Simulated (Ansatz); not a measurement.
# CH₆FNOSi: small, medium and large basis sets

An exercise on one series of results from a longer session: the logs are not shown, and one member is left open.

The runs use Ansatz 0.2.0, Gaussian basis; one geometry, several basis sets.

The runs, in order: PBE0-D4/def2-SVP; ωB97M-V/def2-SVP; PBE0-D4/def2-QZVPP; ωB97M-V/def2-QZVPP; the functionals' def2-TZVPP values are taken from earlier runs.

## The relaxed structure

The geometry comes from an earlier relaxation with PBE0-D4 in a triple-zeta def2 set; it is a stationary point, not always the lowest conformer.

SMILES `NC(O)[SiH2]F`, 11 atoms, charge 0, spin multiplicity 1.

Atoms are counted from 1 here; the program's logs count them from 0.

Bond lengths: N1–C2 1.448 Å, N1–H6 1.013 Å, N1–H7 1.010 Å, C2–O3 1.412 Å, C2–Si4 1.895 Å, C2–H8 1.102 Å, O3–H9 0.965 Å, Si4–F5 1.606 Å, Si4–H10 1.481 Å, Si4–H11 1.487 Å. Angles: C2–N1–H6 113.0°, C2–N1–H7 112.8°, H6–N1–H7 109.4°, N1–C2–O3 110.2°, N1–C2–Si4 113.2°, N1–C2–H8 106.5°, O3–C2–Si4 107.1°, O3–C2–H8 110.6°, Si4–C2–H8 109.3°, C2–O3–H9 106.1°, C2–Si4–F5 106.6°, C2–Si4–H10 114.2°, C2–Si4–H11 109.1°, F5–Si4–H10 108.2°, F5–Si4–H11 107.1°, H10–Si4–H11 111.2°.

The first run:

The input, in.yaml:

```yaml
crystal:
  periodic: [false, false, false]
  atoms:
    - {symbol: N, position_ang: [-0.240407, 1.442925, -0.209178]}
    - {symbol: C, position_ang: [-0.279121, 0.036846, -0.552188]}
    - {symbol: O, position_ang: [0.619159, -0.231255, -1.608487]}
    - {symbol: Si, position_ang: [0.200955, -1.096893, 0.888227]}
    - {symbol: F, position_ang: [1.424345, -0.383878, 1.646941]}
    - {symbol: H, position_ang: [0.504117, 1.672759, 0.437407]}
    - {symbol: H, position_ang: [-1.119213, 1.780002, 0.156856]}
    - {symbol: H, position_ang: [-1.314728, -0.182576, -0.858388]}
    - {symbol: H, position_ang: [0.561200, 0.523214, -2.207369]}
    - {symbol: H, position_ang: [0.638883, -2.450691, 0.475934]}
    - {symbol: H, position_ang: [-0.929790, -1.167453, 1.850844]}
basis:
  gaussian: {orbitals: def2-SVP}
hamiltonian: {xc: pbe0, dispersion: d4}
output: {orbitals: {seedname: orbitals}}
```

The run is started by

```bash
ansatz run in.yaml --threads 4 --pin off --events-out ev --progress --plain --max-ram 10444MiB
```

Steps of the session up to this table: PBE0-D4 in def2-SVP; ωB97M-V in def2-SVP; PBE0-D4 in def2-QZVPP; ωB97M-V in def2-QZVPP.

One of the session's tables, all rows but one given; the rest of the session is left out.

It belongs to the step «Density functionals: the series». 

| functional | basis | HOMO (eV) | LUMO (eV) |
| --- | --- | --- | --- |
| PBE0-D4 | def2-SVP | ? | ? |
| PBE0-D4 | def2-TZVPP | -7.13 | 0.09 |
| PBE0-D4 | def2-QZVPP | -7.18 | -0.13 |
| ωB97M-V | def2-SVP | -9.22 | 2.57 |
| ωB97M-V | def2-TZVPP | -9.45 | 1.74 |
| ωB97M-V | def2-QZVPP | -9.50 | 1.28 |

Estimate the missing values for PBE0-D4, def2-SVP.

The run gave: HOMO (eV): -6.91; LUMO (eV): 0.68. In the column «HOMO (eV)» it is the highest.
